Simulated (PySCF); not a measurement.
# InSCl: relaxation and vibrations of the singlet

Where does singlet InSCl go from a PBE0 minimum start, is the end point a minimum, and what are its modes, charges and moments?

Method: PBE0, basis In def2-TZVP with ECP28, S def2-TZVP, Cl def2-TZVP, scalar-relativistic core potentials, no spin–orbit coupling, density fitting; program: PySCF 2.14.0.

## Step 1: The system as given

3 atoms, charge 0, spin multiplicity 1.

Bond lengths: In1–S2 2.184 Å, In1–Cl3 2.273 Å. Angles: S2–In1–Cl3 180.0°.

```xyz
3
charge 0 multiplicity 1
In    0.0532    0.0000    0.0000
S     2.2372    0.0000    0.0000
Cl   -2.2203    0.0000    0.0000
```

## Step 2: First SCF at the start

The steps below are one call of a driver around PySCF. For each, scf.py gives the equivalent set-up of the SCF; relaxations use the driver's own optimiser. After this first run the driver tries any further starts and a stability analysis.

Input file scf.py:

```python
from pyscf import gto, scf, dft
mol = gto.M(atom='''
In     0.053180     0.000000     0.000000
S      2.237240     0.000000     0.000000
Cl    -2.220260     0.000000    -0.000000''',
    basis={'In': 'def2-TZVP', 'S': 'def2-TZVP', 'Cl': 'def2-TZVP'},
    ecp={'In': 'def2-TZVP'},
    charge=0, spin=0)
mf = dft.RKS(mol, xc='PBE0')
mf.grids.atom_grid = (50, 194)
aux = {'In': 'def2-universal-JKFIT', 'S': 'def2-universal-JKFIT', 'Cl': 'def2-universal-JKFIT'}
mf = mf.density_fit(auxbasis=aux)
mf.conv_tol = 1e-08
mf.diis_space = 10
mf.max_cycle = 60
mf.init_guess = 'minao'
mf.verbose = 4
mf.kernel()
```

Run with:

```bash
$ OMP_NUM_THREADS=4 python axn.py task.json out
```

After this run come: PBE0 minimum start, singlet: relaxation; Is it a minimum? Harmonic modes.

What does the calculation give? Wanted: minimum; geometry; wavenumbers; dipole moment; highest occupied, lowest empty level; polar-tensor charge of In1; zero-point energy; atomisation energy.

As calculated:

| quantity | value |
| --- | --- |
| minimum | singlet, C∞v |
| geometry | In–Cl 2.273 Å, In–S 2.184 Å; Cl–In–S 180.0° |
| wavenumbers (cm⁻¹) | 93 (π), 366 (σ+), 505 (σ+) |
| dipole moment | 2.35 D |
| highest occupied, lowest empty level | -7.21, -2.72 eV |
| polar-tensor charge of In1 | +1.01 e |
| zero-point energy | 6.3 kJ/mol |
| entropy at 298.15 K | 288.6 J/(mol K) |
| atomisation energy (no zero-point energy) | 657 kJ/mol |

What this shows: The molecule stays C∞v, as typed, and the end point is a minimum. In the infrared the band at 505 cm⁻¹ (σ+, stretch) leads. Other starts or spin states, not run here, may lie lower.
